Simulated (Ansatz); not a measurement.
# CH5Ga: molecular dynamics

Purpose: to follow the molecule's vibrations and see whether its bonds hold. The start is relaxed first. Runs: 300 steps of 1 fs under a Nosé-Hoover thermostat at 300 K.

Method: RHF/def2-TZVP, in Ansatz 0.2.0.

**1. The starting structure**

Bond lengths: Ga1–C2 1.980 Å, C2–H3 1.110 Å, C2–H4 1.110 Å, C2–H5 1.110 Å, Ga1–H6 1.570 Å, Ga1–H7 1.570 Å. Angles: Ga1–C2–H3 109.5°, Ga1–C2–H4 109.5°, Ga1–C2–H5 109.5°, H3–C2–H4 109.4°, H3–C2–H5 109.4°, H4–C2–H5 109.4°, C2–Ga1–H6 120.0°, C2–Ga1–H7 120.0°, H6–Ga1–H7 120.0°.

Structure file:

```xyz
7

Ga    0.0000    0.0000    0.0000
C     0.0000    0.0000    1.9800
H    -0.9996   -0.3092    2.3505
H     0.7676   -0.7111    2.3505
H     0.2320    1.0203    2.3505
H     1.3596    0.0000   -0.7850
H    -1.3596    0.0000   -0.7850
```

**2. Relaxing the start**

File input.yaml:

```yaml
crystal:
  periodic: [false, false, false]
  atoms:
    - { symbol: Ga, position_ang: [0.0, 0.0, 0.0] }
    - { symbol: C, position_ang: [0.0, 0.0, 1.98] }
    - { symbol: H, position_ang: [-0.9996, -0.3092, 2.3505] }
    - { symbol: H, position_ang: [0.7676, -0.7111, 2.3505] }
    - { symbol: H, position_ang: [0.232, 1.0203, 2.3505] }
    - { symbol: H, position_ang: [1.3596, 0.0, -0.785] }
    - { symbol: H, position_ang: [-1.3596, 0.0, -0.785] }
basis:
  gaussian: { orbitals: def2-TZVP }
hamiltonian:
  xc: hf
relax:
  f_tol: 0.02
  max_steps: 40
```

Run with:

```sh
$ ansatz run input.yaml --threads 1 --pin off --max-ram 2048MiB --backend cpu --events-out ev --progress --plain --runs-dir out
```

Further steps of the session: Dynamics.

Q: Predict the outcome of this session. Wanted: relaxation of the start; temperature, first and last step; temperature, second half; potential energy, second half; largest change of the conserved energy; bonds formed or broken.

As calculated:

| quantity | value |
| --- | --- |
| relaxation of the start | 3 moves, 0.048 eV lower |
| length | 300 steps of 1 fs |
| temperature, first and last step | 300 and 414 K |
| temperature, second half | mean 286 K, from 137 to 453 K |
| potential energy, second half | +28 meV/atom from the start |
| largest change of the conserved energy | 1.75 meV/atom |
| bonds formed or broken | 0 |

What this shows: Against a set 300 K the second half averages 286 K with a spread of 64 K. The conserved energy strays from its start by at most 1.75 meV/atom, 8.1 % of the mean kinetic energy, which is poor: the step of 1 fs is too long for the fastest motion. The bonds all hold. A run of 300 fs with 7 atoms shows the motion but fixes no equilibrium value. The nuclei move classically, without zero-point motion, which matters most for hydrogen.
